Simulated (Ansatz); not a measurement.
# HfO2: the cost of one run

Program: Ansatz 0.2.0. Level of theory: DFT PBEsol, scalar-relativistic, plane waves, PAW. These are calculated values, not measurements.

3 further runs of the same task are left out: 1 that didn't finish, 2 set aside as unsound or not needed.

**1. Starting point**

The structure is tetragonal, space group P4_2/nmc (No. 137). The conventional cell has a = 3.567 Å, b = 3.567 Å, c = 5.166 Å, α = 90.00°, β = 90.00°, γ = 90.00°. Around Hf (site symmetry -4m2) lie 8 O at 2.06 to 2.36 Å. O (site symmetry 2mm) is surrounded by 4 Hf at 2.06 to 2.36 Å.

As a file:

```cif
data_structure
_symmetry_space_group_name_H-M 'P4_2/nmc:1'
_symmetry_Int_Tables_number 137
_cell_length_a 3.5670
_cell_length_b 3.5670
_cell_length_c 5.1659
_cell_angle_alpha 90.000
_cell_angle_beta 90.000
_cell_angle_gamma 90.000
_cell_volume 65.73
loop_
_atom_site_label
_atom_site_type_symbol
_atom_site_symmetry_multiplicity
_atom_site_Wyckoff_symbol
_atom_site_fract_x
_atom_site_fract_y
_atom_site_fract_z
_atom_site_occupancy
Hf1 Hf 2 a 0.50000 0.50000 0.50000 1
O1 O 4 d 0.00000 0.50000 0.70010 1
```

It goes back to an entry of the Materials Project, which need not be the stable form.

It is the result of an earlier relaxation at this level (volume 10.96 Å³/atom; gap on the mesh: 4.57 eV).

**2. Dielectric function**

input.yaml

```yaml
crystal:
  lattice:
    - [3.5670489357, 0.0, 0.0]
    - [0.0, 3.5670489357, 0.0]
    - [0.0, 0.0, 5.1659323253]
  atoms:
    - { symbol: Hf, position: [0.5, 0.5, 0.5] }
    - { symbol: Hf, position: [0.0, 0.0, 0.0] }
    - { symbol: O, position: [0.0, 0.5, 0.7001030873] }
    - { symbol: O, position: [0.5, 0.0, 0.7998969127] }
    - { symbol: O, position: [0.5, 0.0, 0.2998969127] }
    - { symbol: O, position: [0.0, 0.5, 0.2001030873] }
basis:
  ecutwfc: 420
kpoints:
  mp_grid: { grid: [6, 6, 6] }
hamiltonian:
  xc: pbesol
scf:
  occupations: { method: gaussian, width: 0.01 }
  n_extra_bands: 24
output:
  eigenvalues: true
  optics: { e_range: [0, 14], sigma: 0.1, nscf_kmesh: { grid: [10, 10, 8] } }
checkpoint:
  read: start.run
  write: ck
  compress: false
  write_wavefunctions: false
  write_every: 100000
```

Run with:

```console
> ansatz run input.yaml --threads 1 --pin off --max-ram 3072MiB --backend cpu --events-out ev --progress --plain --runs-dir out
```

**Question.** How long does this run take on 1 thread of Intel Xeon 6975P-C (Granite Rapids), shared host, and how much memory does it need?

About 95 s, with a peak of 1.9 GiB.
